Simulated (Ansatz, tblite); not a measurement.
**The cluster Si9+: a ladder of methods and basis sets**

How do method and basis change the picture of the cluster Si9+ (doublet)?

Method: as each input shows; program: Ansatz 0.2.0, Gaussian basis.

The runs, in order: GFN1-xTB, GFN2-xTB, PBE-D4/def2-TZVP, r2SCAN-D4/def2-TZVP, HF/def2-TZVP, r2SCAN0-D4/def2-TZVP, PBE-D4/def2-SVP, PBE0-D4/def2-SVP, HF/STO-3G, CCSD(T)/def2-SVP.

2 further runs of the same task are left out: 2 set aside as unsound or not needed. Runs told in other sessions of the task aren't counted.

**1. The geometry**

The geometry is that of the doublet, from an earlier relaxation (PBE-D4/def2-SVP). At that level it is the lowest of the isomers that a small search found.

9 atoms, charge 1, spin multiplicity 2.

Bond lengths: Si1–Si3 2.584 Å, Si1–Si7 2.550 Å, Si1–Si9 2.407 Å, Si2–Si5 2.387 Å, Si2–Si9 2.320 Å, Si3–Si4 2.496 Å, Si3–Si6 2.477 Å, Si3–Si7 2.514 Å, Si4–Si5 2.452 Å, Si4–Si7 2.359 Å, Si4–Si8 2.578 Å, Si4–Si9 2.516 Å, Si5–Si8 2.415 Å, Si5–Si9 2.489 Å, Si6–Si8 2.541 Å, Si6–Si9 2.561 Å. Angles: Si3–Si1–Si7 58.6°, Si3–Si1–Si9 104.2°, Si7–Si1–Si9 107.9°, Si5–Si2–Si9 63.8°, Si1–Si3–Si4 62.9°, Si1–Si3–Si6 62.5°, Si1–Si3–Si7 60.0°, Si4–Si3–Si6 67.9°, Si4–Si3–Si7 56.2°, Si6–Si3–Si7 112.3° and more.

As a file:

```
Si    0.79395    1.16278    1.62350
Si   -0.60130   -3.28126    0.94591
Si   -0.13000    2.28141   -0.51465
Si    0.92517    0.03437   -0.77249
Si   -0.79708   -1.70983   -0.84033
Si   -1.49198    0.48777    0.51590
Si    2.33787    1.85926   -0.28271
Si   -1.31368    0.33627   -2.01453
Si    0.27705   -1.17076    1.33940
```

The ion is computed in the gas phase, without counter-ions or solvent.

PBE0-D4/def2-TZVP was run before; its log isn't repeated, and its numbers join the tables.

**2. GFN1-xTB**

Tight binding, by tblite at 300 K electronic temperature and without a spin-polarisation term:

```python
tblite.interface.Calculator('GFN1-xTB', numbers, positions, charge=1, uhf=1).singlepoint()
```

Energy -427.1373 eV; 0.016 s.

**3. GFN2-xTB**

Tight binding, by tblite at 300 K electronic temperature and without a spin-polarisation term:

```python
tblite.interface.Calculator('GFN2-xTB', numbers, positions, charge=1, uhf=1).singlepoint()
```

Energy -400.6711 eV; 0.03 s.

**4. PBE-D4/def2-TZVP**

start.molden holds the orbitals of an earlier run on this state, given as this run's starting guess.

File in.yaml:

```yaml
crystal:
  periodic: [false, false, false]
  atoms:
    - {symbol: Si, position_ang: [0.793948, 1.162777, 1.623502]}
    - {symbol: Si, position_ang: [-0.601297, -3.281264, 0.945907]}
    - {symbol: Si, position_ang: [-0.129999, 2.281414, -0.514654]}
    - {symbol: Si, position_ang: [0.925170, 0.034369, -0.772494]}
    - {symbol: Si, position_ang: [-0.797079, -1.709833, -0.840334]}
    - {symbol: Si, position_ang: [-1.491979, 0.487770, 0.515904]}
    - {symbol: Si, position_ang: [2.337866, 1.859265, -0.282707]}
    - {symbol: Si, position_ang: [-1.313680, 0.336267, -2.014527]}
    - {symbol: Si, position_ang: [0.277050, -1.170756, 1.339401]}
basis:
  gaussian: {orbitals: def2-TZVP, initial_orbitals: start.molden}
total_charge: 1
magnetization: {spin_polarized: true, initial_magnetization: 1}
hamiltonian: {xc: pbe, dispersion: d4}
scf: {omitted_lower_state_checks: [starts]}
output: {orbitals: {seedname: orbitals}}
```

Command:

```sh
ansatz run in.yaml --threads 4 --pin off --events-out ev --progress --plain --max-ram 6963MiB
```

Further steps of the session: r2SCAN-D4/def2-TZVP; HF/def2-TZVP; r2SCAN0-D4/def2-TZVP; PBE-D4/def2-SVP; PBE0-D4/def2-SVP; HF/STO-3G; CCSD(T)/def2-SVP.

**Question.** What will the summary of the whole plan be? Wanted: gap in def2-TZVP, named functionals and Hartree-Fock, smallest and largest; correlation energy, CCSD(T)/def2-SVP; ⟨S²⟩ in def2-TZVP, named functionals and Hartree-Fock, smallest and largest; PBE0 total energy, smallest basis above largest.

The runs gave:

| quantity | value |
| --- | --- |
| gap in def2-TZVP, named functionals and Hartree-Fock, smallest and largest | 0.53 eV (PBE-D4), 6.49 eV (HF) |
| correlation energy, CCSD(T)/def2-SVP | -25.90 eV |
| ⟨S²⟩ in def2-TZVP, named functionals and Hartree-Fock, smallest and largest | 0.761, 1.742 |
| PBE0 total energy, smallest basis above largest | 24.83 eV (def2-SVP, def2-TZVP) |

In words: Orbital gaps of the named functionals and Hartree-Fock in def2-TZVP span 0.53 eV (PBE-D4) to 6.49 eV (HF); exact exchange widens it. Over the named functionals and Hartree-Fock in def2-TZVP spin contamination reaches 0.99 (HF), so some levels may describe another state. Notes on CCSD(T)/def2-SVP: large T1 diagnostic, spin contamination.
